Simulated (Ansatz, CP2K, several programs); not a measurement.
Energy against volume for NaScTe2, ordered on the rocksalt lattice (P4/mmm) with 4 atoms a cell, at fixed shape and fractional coordinates, computed by several methods (PBE and r2SCAN, where shown, with plane waves in Ansatz); the cell shown is that of r2SCAN. With free coordinates or axes held, a curve is too stiff, and on another method's shape its minimum isn't the method's own volume. It is tetragonal, P4/mmm (No. 123); conventional cell a = 4.310 Å, c = 5.899 Å, 27.40 Å³ an atom. Na has 6 Te at 2.95–3.05 Å; Te has 2 Na at 2.95 Å and 4 Sc at 3.05 Å; Sc has 6 Te at 2.95–3.05 Å; Te has 2 Sc at 2.95 Å and 4 Na at 3.05 Å. Note: simulated data, non-magnetic, for a generated structure that need not be the stable one. Energies count from each curve's lowest point; fits are third-order Birch-Murnaghan.

Space group P4/mmm (No. 123). a = 4.310 Å, b = 4.310 Å, c = 5.899 Å, α = 90.00°, β = 90.00°, γ = 90.00°
```tsv
atom	site	symmetry	x	y	z
Na	1a	4/mmm	0.0000	0.0000	0.0000
Te	1b	4/mmm	0.0000	0.0000	0.5000
Sc	1d	4/mmm	0.5000	0.5000	0.5000
Te	1c	4/mmm	0.5000	0.5000	0.0000
```

**Question.** r2SCAN, on the shape of its own relaxed cell, gives
```tsv
V (Å³/atom)	E (meV/atom)
25.751	16.40
26.573	3.89
27.395	0.00
28.217	3.53
29.039	13.38
```
What equilibrium volume and bulk modulus follow?

**Answer.** V₀ = 27.39 Å³ an atom and B₀ = 48 GPa.

**Question.** PBE/SZV (CP2K), on the shape of the cell shown, gives
```
V (Å³/atom)  E (meV/atom)
     24.108         98.52
     25.751         28.26
     27.395          0.00
     29.039          2.65
     30.682         28.19
```
What equilibrium volume and bulk modulus follow?

**Answer.** V₀ = 28.03 Å³ an atom and B₀ = 45 GPa.

light PBE (260 eV and a coarse mesh), on the shape of the cell shown:
```
V (Å³/atom)  E (meV/atom)
     25.203         85.01
     26.299         57.11
     27.395         14.57
     28.491          0.00
     29.587          5.37
     30.682         24.23
```
The points scatter about the fit by more than 0.3 meV an atom, since at so low a cutoff the number of plane waves jumps with the volume, so no fit is quoted.

**Question.** PBE/DZVP (CP2K), on the shape of the cell shown, gives

| V (Å³/atom) | E (meV/atom) |
| --- | --- |
| 24.108 | 83.82 |
| 25.751 | 22.41 |
| 27.395 | 0.00 |
| 29.039 | 6.57 |
| 30.682 | 34.93 |

What equilibrium volume and bulk modulus follow?

**Answer.** V₀ = 27.78 Å³ an atom and B₀ = 44 GPa.

PBE, on the shape of its own relaxed cell:
```csv
V (Å³/atom),E (meV/atom)
25.990,15.03
26.819,3.49
27.649,0.00
28.478,3.34
29.308,12.47
```
V₀ = 27.64 Å³ an atom and B₀ = 44 GPa.
